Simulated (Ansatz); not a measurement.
## Sn, space group I4_1/amd: cell relaxations under several functionals, step by step

With the Python package of Ansatz (0.2.0).

At the Python prompt:
```pycon
>>> import warnings
>>> import ansatz as az
>>> import numpy as np
>>> from pymatgen.core import Lattice, Structure
>>> from pymatgen.io.ase import AseAtomsAdaptor
>>> def edges_and_angles(cell):
...     cell = np.asarray(cell)
...     a, b, c = np.linalg.norm(cell, axis=1)
...     cosines = cell[1] @ cell[2] / (b * c), cell[0] @ cell[2] / (a * c), cell[0] @ cell[1] / (a * b)
...     return (a, b, c, *np.degrees(np.arccos(cosines)))
...
>>> warnings.simplefilter("ignore", az.DeckWarning)
>>> pmg_structure = Structure(
...     Lattice([(-2.919644, 2.919644, 1.5938), (2.919644, -2.919644, 1.5938), (2.919644, 2.919644, -1.5938)]),
...     ["Sn", "Sn"],
...     [
...         (0.0, 0.0, 0.0),
...         (0.75, 0.25, 0.5),
...     ],
... )
>>> sn = az.Crystal.from_ase(AseAtomsAdaptor.get_atoms(pmg_structure))
>>> base = (
...     sn.calculation()
...     .scf(tolerance=1e-09)
...     .occupations("fermi_dirac", width=0.15)
...     .basis(550)
...     .kpoints(length=26)
...     .relax(cell=True, force_tolerance=0.05, max_steps=60)
... )
>>> levels = [("pbesol", "none"), ("pbe", "d3bj"), ("r2scan", "none")]
>>> print("level            a       b       c    alpha   beta  gamma  V/atom  steps")
level            a       b       c    alpha   beta  gamma  V/atom  steps
>>> for name, dispersion in levels:
...     seen = []
...     run = base.functional(name, dispersion=dispersion).session().plan()
...     outcome = run.execute(on_event=lambda e: seen.append(e) if e["event"] == "relax_step" else None)
...     cell = outcome.lattice.cell_ang
...     label = name if dispersion == "none" else f"{name}+{dispersion}"
...     print("{:13s} {:7.4f} {:7.4f} {:7.4f} {:6.2f} {:6.2f} {:6.2f}".format(label, *edges_and_angles(cell)), f"{abs(np.linalg.det(cell)) / len(outcome.lattice.sites):7.3f} {len(seen):5d}")
...
pbesol         4.4236  4.4236  4.4047  97.43  97.43 137.90  26.954     4
pbe+d3bj       4.4425  4.4425  4.4226  97.42  97.42 137.92  27.285     4
r2scan         4.4585  4.4585  4.4438  97.46  97.46 137.80  27.670     4
```

From smallest to largest: PBEsol (26.95 Å³ an atom, -0.8 % against the start), PBE+D3BJ (27.28 Å³ an atom, +0.4 % against the start) and r2SCAN (27.67 Å³ an atom, +1.8 % against the start). The spread is 2.7 % in volume.

Dispersion corrections can be off by several per cent in the lattices of metals, and by several GPa in the pressure at a fixed cell. The mesh is modest for a metal, so energies can be off by several to tens of meV an atom and pressures by half a GPa or more; differences at equal mesh fare better. The program warned that this SCF threshold is loose for forces or stresses. The mesh has less symmetry than the crystal, which the program warned of. Edges and angles are those of the cell as typed, here a primitive one, not of the conventional cell. The script silences the warnings on its input, which a real study should read. Finished in 2.8 min on 1 thread of Arm Neoverse V1, with other jobs on the host, peak memory 0.85 GiB.
